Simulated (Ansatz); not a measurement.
AlClH7NSi2, SMILES [NH2][AlH][SiH]([SiH3])Cl, a ladder of methods at one geometry

Run with Ansatz 0.2.0, Python API.

The script, `methods_alclh7nsi2.py`:
```python
"""AlClH7NSi2 at several levels of theory."""

from pathlib import Path

import ansatz
from ase import Atoms
import numpy as np

BASIS_SET = "def2-SVP"


def main() -> None:
    atoms = Atoms(["N", "Al", "Si", "Si", "Cl", "H", "H", "H", "H", "H", "H", "H"], positions=[
        (-2.2834, 0.9395, -0.8208),
        (-1.6824, -0.0797, 0.6136),
        (0.5917, -0.0694, 1.0992),
        (1.8213, -0.7502, -0.6918),
        (1.2252, 1.8673, 1.584),
        (-2.0481, 1.9854, -0.6348),
        (-1.7811, 0.6854, -1.6805),
        (-2.6462, -0.9564, 1.464),
        (0.8988, -0.955, 2.2852),
        (1.4587, 0.1419, -1.7892),
        (1.314, -2.1261, -1.0105),
        (3.2084, -0.7376, -0.3846),
    ])
    alclh7nsi2 = ansatz.Crystal.molecule_from_ase(atoms)

    setup = alclh7nsi2.calculation().basis(gaussian=BASIS_SET)

    print("functional    E (Ha)        dipole (D)   HOMO (eV)  LUMO (eV)")
    for name in ["r2scan", "cam_b3lyp", "r2scan0", "hse06"]:
        report = setup.functional(name).forces().orbitals().run(runs_dir="runs").report
        lines = Path(report["orbitals_path"]).read_text().splitlines()
        field_of = lambda key: [line.split("=")[1].strip() for line in lines if line.startswith(key)]
        orbitals = [(27.211386 * float(e), s, float(n)) for e, s, n in zip(field_of("Ene="), field_of("Spin="), field_of("Occup="))]
        homo = max(e for e, _, n in orbitals if n > 0.5)
        lumo = min(e for e, _, n in orbitals if n < 0.5)
        dipole = 4.803205 * np.linalg.norm(report["charge_distribution"]["dipole_moment_e_ang"])
        print(f"{name:10s} {report['free_energy_ev'] / 27.211386246:14.6f} {dipole:9.3f} {homo:11.3f} {lumo:10.3f}")


if __name__ == "__main__":
    main()
```

```console
$ python methods_alclh7nsi2.py
functional    E (Ha)        dipole (D)   HOMO (eV)  LUMO (eV)
r2scan       -1340.029967     1.247      -5.768     -2.736
cam_b3lyp    -1340.160230     1.241      -7.985     -1.132
r2scan0      -1340.009478     1.289      -6.939     -2.090
hse06        -1339.563629     1.242      -6.346     -2.540
```

Reading the output:
- Total energies depend on the basis set; only differences at equal settings carry meaning.
- The geometry is a force-field or estimated start, not a minimum of this method, and the basis set is short of its limit. A lower total doesn't mark the better method: functionals have no common bound, and MP2 and coupled cluster aren't variational.
- Levels such as HOMO and LUMO are orbital energies: with these approximate functionals they aren't the ionisation energy and electron affinity, and their gap isn't the fundamental gap.
- hse06 follows the composition of plane-wave codes, whose totals differ by tens of mHa, up to about 0.1 Ha, from the form usual in Gaussian-basis programs (wpbeh).
- Hardware and time: 41 s on 1 thread of Arm Neoverse V1 (shared host), peak memory 0.41 GiB.

(Lines on the test bed's own set-up are left out of the output.)
